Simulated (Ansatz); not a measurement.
# Cl2FSSi radical: up Jacob's ladder to CCSD(T)

The task here is to estimate one member of a computed series from the others.

Computed with Ansatz 0.2.0, Gaussian basis. Level: functionals in def2-TZVPP, the program's frozen cores in correlated methods.

Levels to be run: LDA (SPW92), PBE-D4, revPBE-D4, BLYP-D4, r2SCAN-D4, B97M-V, PBE0-D4, B3LYP-D4, r2SCANh-D4, r2SCAN0-D4, HSE06-D4, BHLYP-D4, CAM-B3LYP-D4, LC-ωPBE, ωB97X-V, ωB97M-V, B2PLYP, PBE-QIDH; CCSD(T)/def2-SVP; CCSD(T)/def2-TZVPP; MP2/def2-QZVPP; extrapolation to the limit; RPA on PBE.

## The geometry

An earlier PBE0-D4 in a triple-zeta def2 set relaxation fixed the geometry.

SMILES `F[Si]([S])(Cl)Cl`, 5 atoms, charge 0, spin multiplicity 2.

Atoms are counted from 1 here; the program's logs count them from 0.

Bond lengths: F1–Si2 1.580 Å, Si2–S3 2.093 Å, Si2–Cl4 2.023 Å, Si2–Cl5 2.023 Å. Angles: F1–Si2–S3 113.3°, F1–Si2–Cl4 106.9°, F1–Si2–Cl5 106.8°, S3–Si2–Cl4 108.8°, S3–Si2–Cl5 108.8°, Cl4–Si2–Cl5 112.3°.

The first run:

in.yaml reads:

```yaml
crystal:
  periodic: [false, false, false]
  atoms:
    - {symbol: F, position_ang: [0.912995, -0.947488, 1.032888]}
    - {symbol: Si, position_ang: [0.055136, -0.061737, 0.044752]}
    - {symbol: S, position_ang: [-1.688720, 0.698823, 0.916727]}
    - {symbol: Cl, position_ang: [-0.458098, -1.248641, -1.511565]}
    - {symbol: Cl, position_ang: [1.228488, 1.485343, -0.524301]}
basis:
  gaussian: {orbitals: def2-TZVPP}
magnetization: {spin_polarized: true, initial_magnetization: 1}
hamiltonian: {xc: lda}
output: {orbitals: {seedname: orbitals}}
```

Steps of the session up to this table: LDA; PBE-D4 (GGA); revPBE-D4 (GGA); BLYP-D4 (GGA); r2SCAN-D4 (meta-GGA); B97M-V (meta-GGA); PBE0-D4 (hybrid); B3LYP-D4 (hybrid); r2SCANh-D4 (hybrid); r2SCAN0-D4 (hybrid); HSE06-D4 (hybrid); BHLYP-D4 (hybrid); CAM-B3LYP-D4 (range-separated); LC-ωPBE-D4 (range-separated; the results give it without D4); ωB97X-V (range-separated); ωB97M-V (range-separated); B2PLYP (double hybrid); PBE-QIDH (double hybrid).

One table of the session follows, with a row left open; its other results are not shown here.

It belongs to the step «Frontier levels by functional». 

```
  functional  HOMO (eV)  LUMO (eV)  gap (eV)
 LDA (SPW92)      -6.95      -6.86      0.09
      PBE-D4      -6.86      -6.41      0.44
   revPBE-D4      -6.81      -6.29      0.52
     BLYP-D4      -6.68      -6.33      0.35
   r2SCAN-D4      -7.21      -6.10      1.11
      B97M-V      -7.25      -6.26      1.00
     PBE0-D4      -8.21      -5.35      2.86
    B3LYP-D4      -7.94      -5.70      2.24
  r2SCANh-D4      -7.70      -5.71      1.99
  r2SCAN0-D4      -8.43      -5.10      3.33
    HSE06-D4      -7.81      -5.74      2.07
    BHLYP-D4      -9.37      -4.22      5.15
CAM-B3LYP-D4      -9.58      -4.23      5.35
     LC-ωPBE     -11.05      -2.78      8.27
     ωB97X-V          ?          ?         ?
     ωB97M-V     -10.41      -3.34      7.07
```

Estimate the missing values for ωB97X-V.

As computed: HOMO (eV): -10.64; LUMO (eV): -3.27; gap (eV): 7.38. In the column «HOMO (eV)» it lies between LC-ωPBE (-11.05) and ωB97M-V (-10.41).
